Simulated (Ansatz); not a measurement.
I need a single point in a Gaussian basis of C₄H₅Br, SMILES C=CC=CBr. Use the Python package of Ansatz (0.2.0). Use: B3LYP, def2-SVPD basis, multiplicity 1, D4 dispersion.

```yaml
atoms:
  - { symbol: C, position_ang: [-0.6121, -1.3313, 1.2510] }
  - { symbol: C, position_ang: [-0.1976, -0.7803, 0.0923] }
  - { symbol: C, position_ang: [0.1060, 0.6198, -0.0818] }
  - { symbol: C, position_ang: [0.6795, 1.1376, -1.2174] }
  - { symbol: Br, position_ang: [1.0438, 2.9076, -1.4701] }
  - { symbol: H, position_ang: [-0.8985, -2.3272, 1.3153] }
  - { symbol: H, position_ang: [-0.7914, -0.6738, 2.1269] }
  - { symbol: H, position_ang: [-0.0176, -1.4216, -0.7669] }
  - { symbol: H, position_ang: [0.0013, 1.2874, 0.8337] }
  - { symbol: H, position_ang: [0.7697, 0.5307, -2.0799] }
```

Script `energy_c4h5br.py`:
```python
'''Electronic structure of the C4H5Br molecule.'''

import json

import ansatz

geometry_ang = [
    ('C', (-0.6121, -1.3313, 1.251)),
    ('C', (-0.1976, -0.7803, 0.0923)),
    ('C', (0.106, 0.6198, -0.0818)),
    ('C', (0.6795, 1.1376, -1.2174)),
    ('Br', (1.0438, 2.9076, -1.4701)),
    ('H', (-0.8985, -2.3272, 1.3153)),
    ('H', (-0.7914, -0.6738, 2.1269)),
    ('H', (-0.0176, -1.4216, -0.7669)),
    ('H', (0.0013, 1.2874, 0.8337)),
    ('H', (0.7697, 0.5307, -2.0799)),
]
mol = ansatz.Crystal.molecule()
for symbol, xyz in geometry_ang:
    mol = mol.atom(symbol, xyz)

job = (
    mol.calculation()
    .basis(gaussian='def2-SVPD')
    .functional('b3lyp', dispersion='d4')
)
print(job.to_yaml())
out = job.run(threads=1)
data = out.report

print('reference energy %16.6f eV' % data['reference_energy_ev'])
print('total energy     %16.6f eV' % data['free_energy_ev'])
print('occupied orbitals outside the frozen core (up, down):', data['n_occupied'], ' frozen:', data['n_frozen'], ' virtual:', data['n_virtual'])
with open('c4h5br.json', 'w') as handle:
    json.dump({k: data[k] for k in ('free_energy_ev', 'reference_energy_ev', 'n_occupied', 'n_virtual')}, handle, indent=1)
```

```console
$ python energy_c4h5br.py
crystal:
  periodic: [false, false, false]
  atoms:
    - { symbol: C, position_ang: [-0.6121, -1.3313, 1.251] }
    - { symbol: C, position_ang: [-0.1976, -0.7803, 0.0923] }
    - { symbol: C, position_ang: [0.106, 0.6198, -0.0818] }
    - { symbol: C, position_ang: [0.6795, 1.1376, -1.2174] }
    - { symbol: Br, position_ang: [1.0438, 2.9076, -1.4701] }
    - { symbol: H, position_ang: [-0.8985, -2.3272, 1.3153] }
    - { symbol: H, position_ang: [-0.7914, -0.6738, 2.1269] }
    - { symbol: H, position_ang: [-0.0176, -1.4216, -0.7669] }
    - { symbol: H, position_ang: [0.0013, 1.2874, 0.8337] }
    - { symbol: H, position_ang: [0.7697, 0.5307, -2.0799] }
basis:
  gaussian:
    orbitals: def2-SVPD
hamiltonian:
  xc: b3lyp
  dispersion: d4

reference energy    -74264.079747 eV
total energy        -74264.413365 eV
occupied orbitals outside the frozen core (up, down): [32, 32]  frozen: 0  virtual: [129, 129]
```

File `c4h5br.json` afterwards:
```json
{
 "free_energy_ev": -74264.41336540946,
 "reference_energy_ev": -74264.07974704218,
 "n_occupied": [
  32,
  32
 ],
 "n_virtual": [
  129,
  129
 ]
}
```

What to keep in mind:
- Total energies depend on the basis set; only differences at equal settings carry meaning.
- The geometry is a force-field or estimated start, not a minimum of this method, and the basis set is short of its limit.
- Total less reference energy is the dispersion correction.
- b3lyp holds the VWN-RPA fit, as in Gaussian; the form of ORCA and Turbomole is b3lyp5.
- Timing: 7.9 s on 1 thread of Arm Neoverse V1 (shared host), peak memory 0.4 GiB.

(Lines on the test bed's own set-up are left out of the output.)
